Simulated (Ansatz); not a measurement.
# Fe (Fe (11-20), 2 layers): how the settings move a single-point run

How sensitive is a single-point run of Fe (Fe (11-20), 2 layers) to its settings? A reference run comes first, then one run with altered input.

Method: reference: DFT, LDA, PAW with Ansatz's default frozen-core files, scalar-relativistic, in Ansatz 0.2.0.

### 1 The starting structure

The structure is orthorhombic, space group Cmme (No. 67). Conventional cell: a = 3.803 Å, b = 4.170 Å, c = 17.204 Å, α = 90.00°, β = 90.00°, γ = 90.00°. Fe (site symmetry mm2) is surrounded by 4 Fe at 2.26 to 2.42 Å.

As a file:

```cif
data_structure
_symmetry_space_group_name_H-M 'Cmme'
_symmetry_Int_Tables_number 67
_cell_length_a 3.8034
_cell_length_b 4.1700
_cell_length_c 17.2038
_cell_angle_alpha 90.000
_cell_angle_beta 90.000
_cell_angle_gamma 90.000
_cell_volume 272.85
loop_
_atom_site_label
_atom_site_type_symbol
_atom_site_symmetry_multiplicity
_atom_site_Wyckoff_symbol
_atom_site_fract_x
_atom_site_fract_y
_atom_site_fract_z
_atom_site_occupancy
Fe1 Fe 4 g 0.50000 0.25000 0.46443 1
```

### 2 The reference run

The input, input.yaml:

```yaml
crystal:
  lattice:
    - [4.1699572726, 0.0, 0.0]
    - [0.0, 3.8034093599, 0.0]
    - [0.0, 0.0, 17.2038]
  atoms:
    - { symbol: Fe, position: [-0.0004535189, 0.75, 0.4644312039], spin: 2.5 }
    - { symbol: Fe, position: [0.5004535189, 0.25, 0.4644312039], spin: 2.5 }
    - { symbol: Fe, position: [0.4995485158, 0.75, 0.5355687961], spin: 2.5 }
    - { symbol: Fe, position: [1.0004514842, 0.25, 0.5355687961], spin: 2.5 }
  periodic: [true, true, false]
magnetization:
  spin_polarized: true
kpoints:
  mp_grid: { grid: [8, 9, 1] }
scf:
  occupations: { method: fermi_dirac, width: 0.05 }
hamiltonian:
  xc: lda
  pseudopotentials: { kind: paw }
output:
  forces: true
  stress: true
  eigenvalues: true
  write_density: true
  write_potential: true
  elf: true
  volumetric_format: npy
```

Launch:

```console
ansatz run input.yaml --threads 2 --pin off --max-ram 6144MiB --backend cpu --events-out ev --progress --plain --runs-dir out
```

### 3 Changing settings: dr2_threshold 1.0e-08, xc r2scan, ecutwfc 700 eV

Edit input.yaml of step 2 so:

```diff
@@ -17,4 +17,5 @@
   occupations: { method: fermi_dirac, width: 0.05 }
+  convergence: { dr2_threshold: 1.0e-08 }
 hamiltonian:
-  xc: lda
+  xc: r2scan
   pseudopotentials: { kind: paw }
@@ -24,5 +25,3 @@
   eigenvalues: true
-  write_density: true
-  write_potential: true
-  elf: true
-  volumetric_format: npy
+basis:
+  ecutwfc: "700 eV"
```

Q: Predict the outcome of this session. Wanted: for each run, ending; energy change; abs. moment; force.

As calculated:

| run | ending | energy change | abs. moment (μB) | force (eV/Å) | cycles | time |
| --- | --- | --- | --- | --- | --- | --- |
| reference | converged | - | 11.26 | 0.00 | 11 | 53 s |
| 1: dr2_threshold 1.0e-08, xc r2scan, ecutwfc 700 eV | converged | not comparable | 12.99 | 1.20 | 18 | 3 min |

Times don't compare one to one where runs were asked for different outputs or read a saved state (see the inputs); cycles may leave out searches for a lower state.

Residual by cycle in the longest SCF loop of each run; runs are numbered as in the table. The quantity is the density residual dr2, in eV.

```
cycle  reference    run 1
    1       8.56     7.79
    3      0.143    0.173
    4      0.014   0.0268
    6     2.4e-4    0.007
    7     9.5e-6  0.00123
    9     2.7e-8   7.4e-5
   10     3.3e-9   1.5e-5
   12          -   1.1e-6
   13          -   3.0e-7
   15          -   1.3e-8
   16          -   2.7e-9
   18          -  2.9e-10
```

**Reading.** A change of functional puts the total energy on another scale; the absolute moment goes from 11.26 to 12.99 μB and the largest force goes from 0.00 to 1.20 eV/Å. The cutoff changed too.
